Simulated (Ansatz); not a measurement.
# TaBeB: the cost of one run

Method: DFT PBEsol, with the methods named in each step, in Ansatz 0.2.0.

## 1. The system as given

The structure is hexagonal, space group P-6m2 (No. 187). The conventional cell has a = 3.250 Å, b = 3.250 Å, c = 3.245 Å, α = 90.00°, β = 90.00°, γ = 120.00°. Ta (site symmetry -6m2) has 6 Be at 2.48 Å and 6 B at 2.48 Å in its first shell of neighbours. Be (site symmetry -6m2) is surrounded by 3 B at 1.88 Å. B (site symmetry -6m2) has 3 Be at 1.88 Å and 6 Ta at 2.48 Å in its first shell of neighbours.

Structure file:

```
Ta Be B
1.0
     3.25034    0.00000    0.00000
    -1.62517    2.81488    0.00000
     0.00000    0.00000    3.24523
Ta Be B
1 1 1
Direct
  0.00000 0.00000 0.00000
  0.33333 0.66667 0.50000
  0.66667 0.33333 0.50000
```

Whether this phase is the stable one at these pressures isn't tested.

Atoms are numbered in the order of the input: Ta1, Be2, B3.

## 2. The reference volume, LAPW

File input.yaml:

```yaml
crystal:
  lattice:
    - [3.2503423149, 0.0, 0.0]
    - [-1.6251711574, 2.8148790157, 0.0]
    - [0.0, 0.0, 3.2452279992]
  atoms:
    - { symbol: Ta, position: [0.0, 0.0, 0.0] }
    - { symbol: Be, position: [0.3333333333, 0.6666666667, 0.5] }
    - { symbol: B, position: [0.6666666667, 0.3333333333, 0.5] }
kpoints:
  mp_grid: { grid: [13, 13, 11] }
  band_path:
    path:
      - [0.0, 0.0, 0.0]
      - [0.5, 0.0, 0.0]
      - [0.3333333333, 0.3333333333, 0.0]
      - [0.0, 0.0, 0.0]
      - [0.0, 0.0, 0.5]
      - [0.5, 0.0, 0.5]
      - [0.3333333333, 0.3333333333, 0.5]
      - [0.0, 0.0, 0.5]
      - [0.5, 0.0, 0.5]
    npoints: 14
scf:
  occupations: { method: fermi_dirac, width: 0.05 }
hamiltonian:
  xc: pbesol
  pseudopotentials: { kind: all_electron, lapw: { basis_error: 0.001 } }
output:
  forces: true
  stress: true
  eigenvalues: true
  populations: true
```

On the command line:

```console
$ ansatz run input.yaml --threads 1 --pin off --max-ram 3072MiB --backend cpu --events-out ev --progress --plain --runs-dir out
```

What time and memory should one allow on 1 thread of AMD EPYC 7R43 (Zen 3), shared host?

About 65 s, with a peak of 0.52 GiB.
